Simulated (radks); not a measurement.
**Shell filling in a hard-walled sphere of radius 1.47 bohr*, with a point charge of +2 at the centre, N = 16 to 18**

Which level does each new electron take in a hard-walled sphere of radius 1.47 bohr*, with a point charge of +2 at the centre, and at which counts is the dot hardest to charge further? Each count tries a few candidate levels and keeps the lowest.

The numbers are computed with radks (version 2): non-relativistic spin-polarised Kohn-Sham, exchange-only LDA, spherically averaged shells.

## 1. The system

- well: a hard-walled sphere of radius 1.47 bohr*, with a point charge of +2 at the centre
- functional: exchange-only LDA
- levels: named by radial order: 1s, 1p, 1d, 2s, 1f and so on
- units: effective atomic units, hartree* and bohr*
- configuration carried in: 1s2 1p6 1d(up 5, down 2) (N = 15, energy 148.054201)

After this run come: 16 electrons; 17 electrons; Electron number 18.

**Question.** What will these runs give? Wanted: closed shells at N; most unpaired electrons; polarisability at N = 18; configuration at N = 18.

The runs gave:

| quantity | value |
| --- | --- |
| closed shells at N | 18 |
| most unpaired electrons | 2 at N = 16 |
| polarisability at N = 18 | 0.8425 bohr*³ |
| configuration at N = 18 | 1s2 1p6 1d10 |

What this shows: All occupied shells are full at N = 18. The largest moment in range is 2, first at N = 16: exchange favours parallel spins in open shells. The model keeps every shell spherical, so real clusters and dots, which can deform, may order levels otherwise.
